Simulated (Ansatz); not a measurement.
# CsV3: one candidate structure

Where does CsV3 go from the start given, Cu3Au (L1_2) type (Pm-3m, No. 221)?

Program: Ansatz 0.2.0. Level of theory: DFT PBE, scalar-relativistic, plane waves, PAW. These are calculated values, not measurements.

1 further run of the same task is left out (it didn't finish).

## 1. The system as given

It takes space group Pm-3m (No. 221, cubic). The conventional cell has a = 4.349 Å, b = 4.349 Å, c = 4.349 Å, α = 90.00°, β = 90.00°, γ = 90.00°. Cs (site symmetry m-3m) has 12 V at 3.08 Å as nearest neighbours. V (site symmetry 4/mmm) has 4 Cs at 3.08 Å and 8 V at 3.08 Å as nearest neighbours.

Structure file:

```
Cs V
1.0
     4.34891    0.00000    0.00000
     0.00000    4.34891    0.00000
     0.00000    0.00000    4.34891
Cs V
1 3
Direct
  0.00000 0.00000 0.00000
  0.00000 0.50000 0.50000
  0.50000 0.00000 0.50000
  0.50000 0.50000 0.00000
```

(A quick probe on a coarse mesh, which set the mesh and smearing, is not shown.)

## 3. Coarse relaxation

input.yaml

```yaml
crystal:
  lattice:
    - [4.3489061514, 0.0, 0.0]
    - [0.0, 4.3489061514, 0.0]
    - [0.0, 0.0, 4.3489061514]
  atoms:
    - { symbol: Cs, position: [0.0, 0.0, 0.0] }
    - { symbol: V, position: [0.0, 0.5, 0.5] }
    - { symbol: V, position: [0.5, 0.0, 0.5] }
    - { symbol: V, position: [0.5, 0.5, 0.0] }
basis:
  ecutwfc: 420
kpoints:
  mp_grid: { grid: [4, 4, 4] }
hamiltonian:
  xc: pbe
scf:
  occupations: { method: gaussian, width: 0.1 }
  lower_state_search: "off"
output:
  forces: true
  stress: true
  eigenvalues: true
relax:
  adjacent_minimum: "off"
  f_tol: 0.04
  max_steps: 70
  cell: { stress_tol: 0.4 }
```

On the command line:

```sh
ansatz run input.yaml --threads 1 --pin off --max-ram 2560MiB --backend cpu --events-out ev --progress --plain --runs-dir out
```

Further runs follow: relaxing cell and atoms.

**Question.** What will these runs give?

As calculated:

Formation energies count from the elements, computed with the same settings in runs not shown here.

```
                          quantity                                                                      value
                              cell  a = 4.120 Å, b = 4.120 Å, c = 4.120 Å, α = 90.00°, β = 90.00°, γ = 90.00°
                       space group                                                            Pm-3m (No. 221)
                            volume                                                              17.49 Å³/atom
                   gap on the mesh                                                               none (metal)
formation energy from the elements                                                             +1.895 eV/atom
```

In words: The space group stayed Pm-3m, and from the first guess the volume went from 20.56 to 17.49 Å³/atom. The formation energy of +1.89 eV/atom is positive, so the elements lie lower than this structure; another structure of the compound can lie lower.
